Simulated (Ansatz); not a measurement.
# C2HGe: the cost of one run

Method: cc-pVTZ, core rule «outside noble gas», up to 16 orbitals frozen; program: Ansatz 0.2.0, Gaussian basis.

To be run: UHF; CCSD(T) on ROHF; CCSD(T) on UHF; BCCD(T) on ROHF; CCSDT(Q) on ROHF; CCSDT(Q) on UHF.

5 further runs of the same task are left out: 5 set aside as unsound or not needed. Runs told in other sessions of the task aren't counted.

**1. What is computed**

The geometry is a PBE0/def2-TZVP stationary point (not a proven minimum) of the parent state, kept for this charge and spin. No spin-orbit coupling is included. The filled d shell of Ge may be among the frozen orbitals whatever the setting's name suggests.

4 atoms, charge 0, spin multiplicity 4.

Atoms are counted from 1 here; the program's logs count them from 0.

Bond lengths: C1–C2 1.219 Å, C1–H4 1.067 Å, C2–Ge3 1.900 Å. Angles: C2–C1–H4 180.0°, C1–C2–Ge3 180.0°.

**2. UHF**

The input, in.yaml:

```yaml
crystal:
  periodic: [false, false, false]
  atoms:
    - {symbol: C, position_ang: [0.000000, 0.000000, 0.818000]}
    - {symbol: C, position_ang: [0.000000, 0.000000, -0.401200]}
    - {symbol: Ge, position_ang: [0.000000, 0.000000, -2.301300]}
    - {symbol: H, position_ang: [0.000000, 0.000000, 1.884500]}
basis:
  gaussian: {orbitals: cc-pVTZ}
magnetization: {spin_polarized: true, initial_magnetization: 3}
hamiltonian: {xc: hf}
output: {orbitals: {seedname: orbitals}}
```

Started as:

```
$ ansatz run in.yaml --threads 1 --pin off --events-out ev --progress --plain --max-ram 2560MiB --backend cpu
```

**Question.** How long does this run take on 1 thread of AMD EPYC 7R13, shared host, and how much memory does it need?

About 7.5 s, with a peak of 0.38 GiB.
